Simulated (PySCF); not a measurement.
# UB3LYP/cc-pVDZ run of CH6AlOSi (SMILES [CH3][Al][O][SiH3])

What is the vertical ionisation energy of CH6AlOSi at UB3LYP/cc-pVDZ? 

The results are computed with PySCF 2.14.0.

## (1) The molecule

The species is CH6AlOSi (10 atoms), meant as a doublet with charge 0. As SMILES, `[CH3][Al][O][SiH3]`. Geometry: relaxed at PBE0-D4/def2-TZVP. This is one conformer, not always the lowest.

Bond lengths: C1–Al2 1.967 Å, Al2–O3 1.696 Å, O3–Si4 1.625 Å, C1–H5 1.095 Å, C1–H6 1.095 Å, C1–H7 1.091 Å, Si4–H8 1.489 Å, Si4–H9 1.487 Å, Si4–H10 1.488 Å. Some angles: C1–Al2–O3 116.4°, Al2–O3–Si4 163.5°, Al2–C1–H5 108.9°, Al2–C1–H6 109.0°, Al2–C1–H7 113.2°, O3–Si4–H8 111.1°, O3–Si4–H9 110.0°, O3–Si4–H10 110.0°, H5–C1–H6 107.8°, H5–C1–H7 108.9°.

## (2) The energy at UB3LYP/cc-pVDZ

File mol.xyz:

```xyz
10
CH6AlOSi
C      0.243800     1.981800    -1.341400
Al     1.086500     0.300600    -0.766100
O      0.194200    -0.660700     0.309100
Si    -0.287900    -1.859400     1.294000
H     -0.701000     1.751800    -1.844500
H      0.014800     2.586100    -0.457700
H      0.869800     2.566000    -2.016900
H      0.686800    -2.984600     1.283800
H     -1.611000    -2.377800     0.854700
H     -0.413000    -1.355000     2.687900
```

File run.py:

```python
from pyscf import gto, dft

mol = gto.Mole()
mol.atom = 'mol.xyz'
mol.verbose = 3
mol.charge = 0
mol.basis = 'cc-pvdz'
mol.spin = 1
mol.max_memory = 1860
mol.build()

mf = dft.UKS(mol, xc='b3lyp')
mf.grids.level = 2
mf.conv_tol = 1e-10
mf.kernel()
if not mf.converged:
    mf = mf.newton().run(mf.mo_coeff, mf.mo_occ)

energy = mf.e_tot
print('Final energy', energy)
```

Started as:

```console
OMP_NUM_THREADS=1 python run.py
```

The program printed:

```text
WARN: HOMO -0.164404755294225 >= LUMO -0.164404755294223

converged SCF energy = -648.945853934697  <S^2> = 0.75236689  2S+1 = 2.0023655
Final energy -648.9458539346965
```

Wall time 15 s (1 thread of Arm Neoverse V1, shared host); peak memory 0.44 GiB.

## (3) The singlet cation at the same level

File input.xyz:

```xyz
10
CH6AlOSi
C      0.243800     1.981800    -1.341400
Al     1.086500     0.300600    -0.766100
O      0.194200    -0.660700     0.309100
Si    -0.287900    -1.859400     1.294000
H     -0.701000     1.751800    -1.844500
H      0.014800     2.586100    -0.457700
H      0.869800     2.566000    -2.016900
H      0.686800    -2.984600     1.283800
H     -1.611000    -2.377800     0.854700
H     -0.413000    -1.355000     2.687900
```

File job.py:

```python
from pyscf import gto, dft

system = gto.M(
    atom='input.xyz',
    basis='cc-pvdz',
    max_memory=1860,
    charge=1,
    verbose=4,
)

mf = dft.RKS(system, xc='b3lyp')
mf.conv_tol = 1e-10
mf.grids.level = 2
mf.kernel()
if not mf.converged:
    mf = mf.newton().run(mf.mo_coeff, mf.mo_occ)

etot = mf.e_tot
print('E(%s) = %.9f' % ('B3LYP', etot))
```

Started as:

```console
OMP_NUM_THREADS=1 python job.py
```

The program printed:

```text
PySCF version 2.14.0

[... 80 lines left out ...]
converged SCF energy = -648.672970012093
E(B3LYP) = -648.672970012
```

It took 8.7 s on 1 thread of Arm Neoverse V1, shared host; peak memory 0.43 GiB.

## (4) Outcome

Level: UB3LYP/cc-pVDZ.

| quantity | value |
| --- | --- |
| doublet CH6AlOSi: total energy | -648.94585 Eh |
| doublet CH6AlOSi: dipole moment | 1.07 D |
| doublet CH6AlOSi: HOMO energy (highest over α and β) | -5.13 eV |
| doublet CH6AlOSi: LUMO energy (lowest over α and β) | -2.41 eV |
| doublet CH6AlOSi: ⟨S²⟩ | 0.752 |
| singlet cation: total energy | -648.67297 Eh |
| singlet cation: HOMO energy | -12.61 eV |
| singlet cation: LUMO energy | -9.57 eV |
| singlet cation: HOMO–LUMO gap | 3.03 eV |
| vertical ionisation energy (to the singlet cation) | 7.426 eV |

What this shows: The vertical ionisation energy comes to 7.43 eV (716 kJ/mol). Only the singlet of the ionised species was computed; a triplet could lie lower. Mulliken charges (singlet cation) run from -0.52 on O3 to +0.94 on Al2.
